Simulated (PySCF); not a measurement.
# C3H6BNO2: electronic excitations and core binding energies

Wanted: the electronic excitations and core binding energies of C3H6BNO2 (`[NH3+][BH2-]C#CC(=O)O`), by calculation.

The runs use PySCF 2.14.0, with density-fitted response routines of our own; the level of theory stands in each step. All values are computed, except where a source is named. Atoms count from 0, in the outputs and in this text.

## (1) The starting structure

13 atoms, charge 0, multiplicity 1; geometry from: GFN2-xTB.

Bonds of the start (Å): N0–B1 1.65, B1–C2 1.55, C2–C3 1.21, C3–C4 1.42, C4–O5 1.21, C4–O6 1.35, N0–H7 1.01, N0–H8 1.01, N0–H9 1.01, B1–H10 1.19, B1–H11 1.19, O6–H12 0.97.

## (2) Ultraviolet spectrum: CAM-B3LYP/def2-SVPD

Job settings and geometry (Å):

```
{"job": {"kind": "uv", "xc": "CAM-B3LYP", "basis": "def2-SVPD", "nstates": 8, "ntriplets": 3}, "charge": 0, "multiplicity": 1}
N     -2.297502    -0.219695     0.280110
B     -1.359214     0.537248    -0.851660
C      0.089819     0.256431    -0.385970
C      1.208957     0.015213     0.006337
C      2.488323    -0.317688     0.536808
O      2.667863    -0.984549     1.531795
O      3.507639     0.187646    -0.185864
H     -2.101508     0.193161     1.186249
H     -2.044820    -1.202600     0.296418
H     -3.279527    -0.112222     0.050087
H     -1.601268     0.024753    -1.896619
H     -1.631758     1.693203    -0.806207
H      4.348607    -0.070414     0.220788
```

Level: TDDFT CAM-B3LYP/def2-SVPD, vertical, gas phase, core orbitals frozen in the response.

On the command line:

```console
OMP_NUM_THREADS=1 python probes_run.py task.json out
```

The driver reads the jobs from task.json and runs them one after another.

Log:

```text
coarse grid: 11304 points
cycle   1  E = -347.3041995806  dE =  1.198e+00  |g| = 9.635e-01  |ddm| = 1.742e+01
cycle   2  E = -347.1370492686  dE =  1.672e-01  |g| = 1.415e+00  |ddm| = 3.122e+00
cycle   3  E = -347.4912540954  dE = -3.542e-01  |g| = 2.028e-01  |ddm| = 1.926e+00
cycle   4  E = -347.4985177272  dE = -7.264e-03  |g| = 8.083e-02  |ddm| = 4.611e-01
cycle   5  E = -347.4996684679  dE = -1.151e-03  |g| = 1.706e-02  |ddm| = 1.605e-01
cycle   6  E = -347.4997365989  dE = -6.813e-05  |g| = 4.178e-03  |ddm| = 7.380e-02
cycle   7  E = -347.4997406164  dE = -4.017e-06  |g| = 1.976e-03  |ddm| = 1.516e-02
final grid: 110472 points
cycle   8  E = -347.5692631067  dE = -3.523e-05  |g| = 3.768e-03  |ddm| = 2.454e-01
cycle   9  E = -347.5692601725  dE =  2.934e-06  |g| = 5.270e-03  |ddm| = 2.457e-02
cycle  10  E = -347.5692663895  dE = -6.217e-06  |g| = 7.187e-04  |ddm| = 8.735e-03
cycle  11  E = -347.5692664986  dE = -1.091e-07  |g| = 2.539e-04  |ddm| = 1.625e-03
cycle  12  E = -347.5692665137  dE = -1.512e-08  |g| = 6.176e-05  |ddm| = 8.267e-04
cycle  13  E = -347.5692665147  dE = -9.339e-10  |g| = 2.703e-05  |ddm| = 1.814e-04
converged SCF energy = -347.5692665147

Static polarisability (au): isotropic 72.503, principal 49.786 62.579 105.143

Singlet excitations
state   eV       nm        f      main configurations
  1   4.9191    252.0   0.00002   H-1->L+1 0.95
  2   5.6825    218.2   0.14949   H->L+1 0.73
  3   5.8140    213.3   0.00020   H-2->L+1 0.89
  4   6.0214    205.9   0.00034   H->L 0.69, H->L+6 0.16
  5   6.7373    184.0   0.21625   H-1->L 0.82
  6   6.9498    178.4   0.00043   H->L+3 0.45, H->L 0.22, H->L+6 0.20
  7   7.4513    166.4   0.03635   H-1->L+2 0.36, H-3->L+1 0.30, H-2->L+2 0.14
  8   7.6731    161.6   0.01986   H->L+2 0.57, H-4->L 0.13, H->L+3 0.12

Triplet excitations (Tamm-Dancoff, eV): 4.3193 4.5361 5.3903
```

Wall time 74 s (1 thread of Arm Neoverse N1, shared host); peak memory 0.85 GiB.

The orbitals next to the gap, with their largest atomic shares:

| orbital | eV | atoms |
| --- | --- | --- |
| HOMO−3 | -10.68 | O6 38 %, O5 35 %, C4 10 % |
| HOMO−2 | -10.02 | O5 47 %, C3 14 %, O6 11 % |
| HOMO−1 | -9.00 | C2 30 %, C3 30 %, O5 25 % |
| HOMO | -8.83 | C3 32 %, C2 26 %, B1 12 % |
| LUMO | 0.10 | B1 26 %, H9 17 %, N0 16 % |
| LUMO+1 | 0.26 | C4 26 %, O5 20 %, C2 19 % |
| LUMO+2 | 1.41 | O6 36 %, C4 20 %, H12 19 % |

With each of the 8 states as a Gaussian band of 0.4 eV half-width at 1/e, the curve within the window shown has maxima at 219 nm (ε 6,100), 184 nm (ε 8,800) L/(mol cm). Beyond the last state computed it falls off for lack of states. The curve at chosen wavelengths:

(nm, ε (L/mol/cm)): (156, 727), (161, 1733), (166, 2365), (172, 3256), (177, 5776), (182, 8449), (187, 8385), (193, 5229), (198, 3011), (203, 2647), (208, 3798), (214, 5550), (219, 6071), (224, 5409), (229, 4016), (235, 2281), (240, 1225), (245, 585), (250, 253), (256, 83), (261, 30), (266, 11), (271, 4), (277, 1), (282, 0), (287, 0)

Leading natural transition orbitals of singlet state 5: the hole lies on C2, C3 about 36 % each; O5 13 %; the particle on H7, H8 about 25 % each; H9 18 %; N0 7 %.

Leading natural transition orbitals of singlet state 1: the hole lies on O5 36 %; C2, C3 about 27 % each; the particle on C2, C4 about 28 % each; O5 19 %; C3 10 %.

Ground-state properties from the same run:

| property | computed |
| --- | --- |
| dipole moment (D) | 5.04 |
| polarisability (Å³) | 10.74 |
| HOMO–LUMO gap (eV) | 8.93 |
| −ε(HOMO) (eV) | 8.83 |

The fields below are evaluated on a grid from the run's orbitals.

Frontier orbitals at CAM-B3LYP/def2-SVPD, with the share of their density that lies nearest to each atom:

| orbital | energy (eV) | lies on |
| --- | --- | --- |
| HOMO | -8.83 | C3 38 %; C2 23 %; H10, H11 about 11 % each |
| LUMO | 0.10 | H9 30 %; H7, H8 about 21 % each; N0 7 % |

ELF in a plane through or near 9 of the atoms.

Values, 10 rows by 14 columns:
```
0.00 0.00 0.00 0.00 0.00 0.00 0.00 0.00 0.00 0.00 0.00 0.00 0.00 0.00
0.00 0.00 0.00 0.00 0.00 0.00 0.00 0.00 0.01 0.01 0.00 0.00 0.00 0.00
0.00 0.00 0.00 0.19 0.12 0.01 0.19 0.02 0.13 0.15 0.02 0.00 0.00 0.00
0.00 0.00 0.04 0.71 0.77 0.19 0.69 0.66 0.22 0.48 0.04 0.00 0.00 0.00
0.00 0.00 0.80 0.81 0.74 0.62 0.85 0.41 0.44 0.31 0.06 0.00 0.00 0.00
0.00 0.00 0.75 0.54 0.35 0.92 0.79 0.68 0.38 0.78 0.98 0.49 0.00 0.00
0.00 0.00 0.01 0.38 0.73 0.17 0.54 0.24 0.31 0.46 0.94 0.33 0.00 0.00
0.00 0.00 0.03 0.73 0.79 0.59 0.01 0.01 0.06 0.25 0.15 0.00 0.00 0.00
0.00 0.00 0.00 0.18 0.45 0.23 0.00 0.00 0.00 0.02 0.00 0.00 0.00 0.00
0.00 0.00 0.00 0.00 0.00 0.00 0.00 0.00 0.00 0.00 0.00 0.00 0.00 0.00
```
The map spans 13.9 Å across and 8.2 Å up, centred on the molecule. Atoms in the plane (x, y in Å): N0 (2.2, -0.6), B1 (1.5, 0.8), C2 (0.0, 0.5), C3 (-1.2, 0.1), C4 (-2.5, -0.3), O5 (-2.9, -1.5), O6 (-3.5, 0.7), H9 (3.2, -0.5), H12 (-4.3, 0.3).

On the surface of density 0.002 e/bohr³ the electrostatic potential runs, from the 1st to the 99th percentile, from -1.75 V near O5 to 2.86 V near H9.

## (3) Core holes by ΔSCF: SCAN, X2C

Same as in step 2 but for these lines:

```diff
@@ -1,2 +1,2 @@
-{"job": {"kind": "uv", "xc": "CAM-B3LYP", "basis": "def2-SVPD", "nstates": 8, "ntriplets": 3}, "charge": 0, "multiplicity": 1}
+{"job": {"kind": "xps"}, "charge": 0, "multiplicity": 1}
 N     -2.297502    -0.219695     0.280110
```

With the program's defaults for keys left out, this is: delta-SCF UKS SCAN, pcX-2 on the ionised atom, pcseg-1 elsewhere, spin-free X2C.

Log:

```text
ground state, core basis on atom 0 (N), 159 functions
  cycle   1  E = -347.76337881  |g| = 9.19e-01
  cycle   2  E = -347.28708560  |g| = 1.79e+00
  cycle   3  E = -347.89497577  |g| = 4.73e-01
  cycle   4  E = -347.94207243  |g| = 1.16e-01
  cycle   5  E = -347.94416411  |g| = 4.57e-02
  cycle   6  E = -347.94453333  |g| = 2.40e-02
  cycle   7  E = -347.94466424  |g| = 1.02e-02
  cycle   8  E = -347.94469176  |g| = 2.29e-03
  cycle   9  E = -347.94469324  |g| = 3.66e-04
  E(ground) = -347.95997140 Eh
hole in N 1s of atom 0
  cycle   1  E = -332.25799559  |g| = 1.85e+00
  cycle   2  E = -320.86520263  |g| = 3.80e+00
  cycle   3  E = -330.14522812  |g| = 1.78e+00
  cycle   4  E = -332.43794252  |g| = 9.18e-01
  cycle   5  E = -332.73416581  |g| = 6.18e-01
  cycle   6  E = -332.91930814  |g| = 1.89e-01
  cycle   7  E = -332.93543711  |g| = 6.40e-02
  cycle   8  E = -332.93692949  |g| = 4.28e-02
  cycle   9  E = -332.93761395  |g| = 1.25e-02
  cycle  10  E = -332.93767989  |g| = 3.95e-03
  cycle  11  E = -332.93768828  |g| = 1.42e-03
  cycle  12  E = -332.93768947  |g| = 5.83e-04
  cycle  13  E = -332.93768898  |g| = 3.35e-04
  E(ion) = -332.95272867 Eh   <S^2> = 0.7649   hole on atom = 1.000   binding energy = 408.368 eV
ground state, core basis on atom 1 (B), 159 functions
  cycle   1  E = -347.92556561  |g| = 4.99e-02
  cycle   2  E = -347.92535482  |g| = 3.61e-02
  cycle   3  E = -347.92520556  |g| = 4.29e-02
  cycle   4  E = -347.92568935  |g| = 1.03e-02
  cycle   5  E = -347.92571806  |g| = 1.08e-03
  cycle   6  E = -347.92571777  |g| = 5.47e-04
  cycle   7  E = -347.92571822  |g| = 1.86e-04
  E(ground) = -347.94402737 Eh
hole in B 1s of atom 1
  cycle   1  E = -340.35212453  |g| = 1.18e+00
  cycle   2  E = -337.10416195  |g| = 2.30e+00
  cycle   3  E = -340.12291997  |g| = 1.08e+00
  cycle   4  E = -340.71193592  |g| = 3.26e-01
  cycle   5  E = -340.73177901  |g| = 2.51e-01
  cycle   6  E = -340.75953417  |g| = 1.04e-01
  cycle   7  E = -340.76341068  |g| = 4.84e-02
  cycle   8  E = -340.76434619  |g| = 1.58e-02
  cycle   9  E = -340.76445961  |g| = 5.11e-03
  cycle  10  E = -340.76447994  |g| = 3.24e-03
  cycle  11  E = -340.76448953  |g| = 1.67e-03
  cycle  12  E = -340.76449620  |g| = 1.11e-03
  cycle  13  E = -340.76450184  |g| = 5.94e-04
  cycle  14  E = -340.76450408  |g| = 3.82e-04
  E(ion) = -340.78440107 Eh   <S^2> = 0.7711   hole on atom = 1.000   binding energy = 194.823 eV
ground state, core basis on atom 2 (C), 159 functions
  cycle   1  E = -347.93648838  |g| = 5.95e-02
  cycle   2  E = -347.93568102  |g| = 5.96e-02
  cycle   3  E = -347.93568139  |g| = 5.91e-02
  cycle   4  E = -347.93661087  |g| = 4.84e-03
  cycle   5  E = -347.93661603  |g| = 1.46e-03
  cycle   6  E = -347.93661537  |g| = 5.84e-04
  cycle   7  E = -347.93661707  |g| = 1.28e-04
  E(ground) = -347.95465749 Eh
hole in C 1s of atom 2
  cycle   1  E = -336.70586602  |g| = 1.51e+00
  cycle   2  E = -332.88868040  |g| = 2.91e+00
  cycle   3  E = -336.64726472  |g| = 1.15e+00
  cycle   4  E = -337.15590027  |g| = 5.64e-01
  cycle   5  E = -337.21365242  |g| = 4.04e-01
  cycle   6  E = -337.28149628  |g| = 1.01e-01
  cycle   7  E = -337.28544966  |g| = 3.74e-02
  cycle   8  E = -337.28617101  |g| = 1.34e-02
  cycle   9  E = -337.28634122  |g| = 1.11e-02
  cycle  10  E = -337.28646784  |g| = 8.20e-03
  cycle  11  E = -337.28664442  |g| = 2.99e-03
  cycle  12  E = -337.28666443  |g| = 1.50e-03
  cycle  13  E = -337.28666619  |g| = 9.45e-04
  cycle  14  E = -337.28666851  |g| = 5.72e-04
  cycle  15  E = -337.28666782  |g| = 3.17e-04
  E(ion) = -337.30371796 Eh   <S^2> = 0.8574   hole on atom = 1.000   binding energy = 289.827 eV
ground state, core basis on atom 3 (C), 159 functions
  cycle   1  E = -347.93732282  |g| = 6.60e-02
  cycle   2  E = -347.93532850  |g| = 9.27e-02
  cycle   3  E = -347.93692481  |g| = 5.08e-02
  cycle   4  E = -347.93761340  |g| = 8.06e-03
  cycle   5  E = -347.93762886  |g| = 2.28e-03
  cycle   6  E = -347.93762996  |g| = 6.10e-04
  cycle   7  E = -347.93762917  |g| = 2.45e-04
  E(ground) = -347.95615098 Eh
hole in C 1s of atom 3
  cycle   1  E = -336.70551532  |g| = 1.52e+00
  cycle   2  E = -335.00387249  |g| = 2.31e+00
  cycle   3  E = -337.09068153  |g| = 6.33e-01
  cycle   4  E = -337.11848276  |g| = 6.40e-01
  cycle   5  E = -337.24680319  |g| = 2.79e-01
  cycle   6  E = -337.28276229  |g| = 7.68e-02
  cycle   7  E = -337.28526609  |g| = 2.49e-02
  cycle   8  E = -337.28567814  |g| = 1.10e-02
  cycle   9  E = -337.28580344  |g| = 7.32e-03
  cycle  10  E = -337.28587807  |g| = 5.74e-03
  cycle  11  E = -337.28592231  |g| = 2.41e-03
  cycle  12  E = -337.28592582  |g| = 1.18e-03
  cycle  13  E = -337.28592675  |g| = 3.82e-04
  E(ion) = -337.30348805 Eh   <S^2> = 0.8227   hole on atom = 1.000   binding energy = 289.874 eV
ground state, core basis on atom 4 (C), 159 functions
  cycle   1  E = -347.94092588  |g| = 6.27e-02
  cycle   2  E = -347.93958880  |g| = 7.60e-02
  cycle   3  E = -347.94030886  |g| = 5.51e-02
  cycle   4  E = -347.94112884  |g| = 6.85e-03
  cycle   5  E = -347.94113929  |g| = 2.57e-03
  cycle   6  E = -347.94113997  |g| = 8.84e-04
  cycle   7  E = -347.94113938  |g| = 2.14e-04
  E(ground) = -347.95798480 Eh
hole in C 1s of atom 4
  cycle   1  E = -336.56227813  |g| = 1.51e+00
  cycle   2  E = -333.41707147  |g| = 2.72e+00
  cycle   3  E = -336.46945336  |g| = 9.91e-01
  cycle   4  E = -336.78861354  |g| = 7.83e-01
  cycle   5  E = -337.05801289  |g| = 3.45e-01
  cycle   6  E = -337.09071777  |g| = 2.29e-01
  cycle   7  E = -337.11202226  |g| = 6.30e-02
  cycle   8  E = -337.11474188  |g| = 1.29e-02
  cycle   9  E = -337.11482354  |g| = 4.88e-03
  cycle  10  E = -337.11483863  |g| = 2.08e-03
  cycle  11  E = -337.11484291  |g| = 1.57e-03
  cycle  12  E = -337.11484470  |g| = 1.37e-03
  cycle  13  E = -337.11484673  |g| = 6.48e-04
  cycle  14  E = -337.11484823  |g| = 2.94e-04
  E(ion) = -337.13103518 Eh   <S^2> = 0.7858   hole on atom = 1.000   binding energy = 294.616 eV
ground state, core basis on atom 5 (O), 159 functions
  cycle   1  E = -347.96114462  |g| = 9.97e-02
  cycle   2  E = -347.95888237  |g| = 1.16e-01
  cycle   3  E = -347.96015483  |g| = 8.31e-02
  cycle   4  E = -347.96146922  |g| = 8.08e-03
  cycle   5  E = -347.96148327  |g| = 2.89e-03
  cycle   6  E = -347.96148535  |g| = 8.49e-04
  cycle   7  E = -347.96148643  |g| = 2.38e-04
  E(ground) = -347.97597216 Eh
hole in O 1s of atom 5
  cycle   1  E = -327.38016728  |g| = 2.22e+00
  cycle   2  E = -326.26885297  |g| = 2.41e+00
  cycle   3  E = -327.78399950  |g| = 8.54e-01
  cycle   4  E = -327.88103574  |g| = 7.65e-01
  cycle   5  E = -328.21063686  |g| = 1.48e-01
  cycle   6  E = -328.21630779  |g| = 1.15e-01
  cycle   7  E = -328.22137230  |g| = 2.96e-02
  cycle   8  E = -328.22181330  |g| = 8.35e-03
  cycle   9  E = -328.22184782  |g| = 3.08e-03
  cycle  10  E = -328.22185307  |g| = 1.05e-03
  cycle  11  E = -328.22185380  |g| = 5.43e-04
  cycle  12  E = -328.22185372  |g| = 2.69e-04
  E(ion) = -328.23821114 Eh   <S^2> = 0.7643   hole on atom = 1.000   binding energy = 537.092 eV
ground state, core basis on atom 6 (O), 159 functions
  cycle   1  E = -347.96059313  |g| = 1.23e-01
  cycle   2  E = -347.95208722  |g| = 2.23e-01
  cycle   3  E = -347.96134702  |g| = 5.36e-02
  cycle   4  E = -347.96191037  |g| = 6.75e-03
  cycle   5  E = -347.96191904  |g| = 4.18e-03
  cycle   6  E = -347.96192312  |g| = 8.89e-04
  cycle   7  E = -347.96192310  |g| = 1.78e-04
  E(ground) = -347.97715747 Eh
hole in O 1s of atom 6
  cycle   1  E = -327.32032053  |g| = 2.22e+00
  cycle   2  E = -324.13477081  |g| = 2.91e+00
  cycle   3  E = -327.36000996  |g| = 1.19e+00
  cycle   4  E = -327.76839744  |g| = 9.04e-01
  cycle   5  E = -328.11554204  |g| = 1.83e-01
  cycle   6  E = -328.11630729  |g| = 1.87e-01
  cycle   7  E = -328.13263567  |g| = 7.86e-02
  cycle   8  E = -328.13572587  |g| = 1.56e-02
  cycle   9  E = -328.13582515  |g| = 5.17e-03
  cycle  10  E = -328.13583897  |g| = 1.42e-03
  cycle  11  E = -328.13584016  |g| = 6.57e-04
  cycle  12  E = -328.13584080  |g| = 2.34e-04
  E(ion) = -328.15204004 Eh   <S^2> = 0.7625   hole on atom = 1.000   binding energy = 539.469 eV
```

Wall time 2.9 min (1 thread of Arm Neoverse N1, shared host); peak memory 0.58 GiB.

Binding energies by hole, beside the orbital energy of the ground state; the difference holds orbital relaxation and, for a density functional, its self-interaction error:

| hole | stands for | environment | ΔSCF (eV) | −ε (eV) | ⟨S²⟩ |
| --- | --- | --- | --- | --- | --- |
| N1s on N0 | N0 | donor nitrogen of a Lewis adduct | 408.37 | 388.7 | 0.765 |
| B1s on B1 | B1 | boron bonded to C, N, 2 H | 194.82 | 179.2 | 0.771 |
| C1s on C2 | C2 | alkyne carbon | 289.83 (doubtful) | 273.2 | 0.857 |
| C1s on C3 | C3 | alkyne carbon | 289.87 | 273.3 | 0.823 |
| C1s on C4 | C4 | carboxylic acid carbon | 294.62 | 277.3 | 0.786 |
| O1s on O5 | O5 | carbonyl oxygen | 537.09 | 516.0 | 0.764 |
| O1s on O6 | O6 | acid hydroxyl oxygen | 539.47 | 517.7 | 0.762 |

Doubtful: the ion did not converge, its hole moved, or its ⟨S²⟩ is well above 0.75.

## (4) Outcome

```
                                                    quantity                        value
                        lowest singlet (CAM-B3LYP/def2-SVPD)  4.92 eV (252 nm), f = 0.000
                    brightest single state of those computed  state 5, 6.74 eV, f = 0.216
                                              lowest triplet                      4.32 eV
                       surface potential, 1st and 99th percentile           -1.75 V and 2.86 V
C1s binding energies, SCAN/pcX-2 (standing for 2 of 3 atoms)      C4 294.62, C3 289.87 eV
                            O1s binding energies, SCAN/pcX-2      O6 539.47, O5 537.09 eV
                            N1s binding energies, SCAN/pcX-2                 N0 408.37 eV
                            B1s binding energies, SCAN/pcX-2                 B1 194.82 eV
```

In words: The first singlet state (HOMO−1→LUMO+1 0.95) lies at 4.92 eV and is dark; of the 8 states computed, the strongest absorption comes from state 5 at 6.74 eV. The lowest triplet lies 0.60 eV below the lowest singlet (triplets in Tamm-Dancoff, singlets in full TDDFT). The C1s levels kept as sound span 4.74 eV, from C3 (alkyne carbon) up to C4 (carboxylic acid carbon). Only 2 of the 3 C atoms are covered by sound results. The O1s levels kept as sound span 2.38 eV, from O5 (carbonyl oxygen) up to O6 (acid hydroxyl oxygen).
